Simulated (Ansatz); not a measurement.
# Rh: a tetragonal deformation path

One table from this session's results is given with a row withheld; the runs are named, their logs left out.

Computed with Ansatz 0.2.0 (DFT PBEsol, scalar-relativistic, plane waves, PAW, unless a step's input says otherwise).

2 further runs of the same task are left out: 2 set aside as unsound or not needed. Runs told in other sessions of the task aren't counted.

### The starting structure

It takes space group Fm-3m (No. 225, cubic). Conventional cell: a = 3.780 Å, b = 3.780 Å, c = 3.780 Å, α = 90.00°, β = 90.00°, γ = 90.00°. Around Rh (site symmetry m-3m) lie 12 Rh at 2.67 Å.

Coordinates:

```
CELL_PARAMETERS angstrom
0.00000 1.89000 1.89000
1.89000 0.00000 1.89000
1.89000 1.89000 0.00000
ATOMIC_POSITIONS crystal
Rh 0.00000 0.00000 0.00000
```

It is the result of an earlier relaxation at this level (volume 13.50 Å³/atom; gap on the mesh: none (metal)).

Set-up of the first run:

Contents of input.yaml:

```yaml
crystal:
  lattice:
    - [0.0, 1.8899965803, 1.8899965803]
    - [1.8899965803, 0.0, 1.8899965803]
    - [1.8899965803, 1.8899965803, 0.0]
  atoms:
    - { symbol: Rh, position: [0.0, 0.0, 0.0] }
basis:
  ecutwfc: 420
kpoints:
  mp_grid: { grid: [30, 30, 30] }
hamiltonian:
  xc: pbesol
scf:
  occupations: { method: gaussian, width: 0.15 }
output:
  forces: true
  stress: true
  eigenvalues: true
```

Started as:

```console
> ansatz run input.yaml --threads 1 --pin off --max-ram 2560MiB --backend cpu --events-out ev --progress --plain --runs-dir out
```

Among the steps run: Zero of the scan; ρ = 0.707; Point ρ = 1.414; ρ = 0.850; Point ρ = 1.200; ρ = 0.780; ρ = 1.300; At ρ = 0.920; Point ρ = 1.100; Point ρ = 0.650; Point ρ = 1.500; At ρ = 0.960.

One of the session's tables, all rows but one given; the rest of the session is left out.

Collected from the runs (energy zero: the undisturbed cell):

```
    ρ  ΔE (meV/atom)  pressure (GPa)
0.650          334.6             7.1
0.707          393.2             8.3
0.780          308.9             6.5
0.850          162.1             3.5
0.920           47.9             1.1
0.960           12.0             0.3
1.000            0.0             0.1
1.100              ?               ?
1.200          244.2             6.4
1.300          471.8            13.3
1.414          786.6            24.0
1.500         1062.4            34.0
```

**Question.** Estimate the row for ρ = 1.100.

Worked estimate for «ΔE (meV/atom)». A straight line through the neighbours (1.000, 0.0) and (1.200, 244.2) gives 0.0 + (244.2 − 0.0) × (1.100 − 1.000) / (1.200 − 1.000) = 122.1; a parabola fitted to 4 rows on both sides gives 84.3.

**Answer.** ΔE (meV/atom): 69.2; pressure (GPa): 1.7. In «ΔE (meV/atom)» the line misses by +52.9 and the parabola by +15.1.
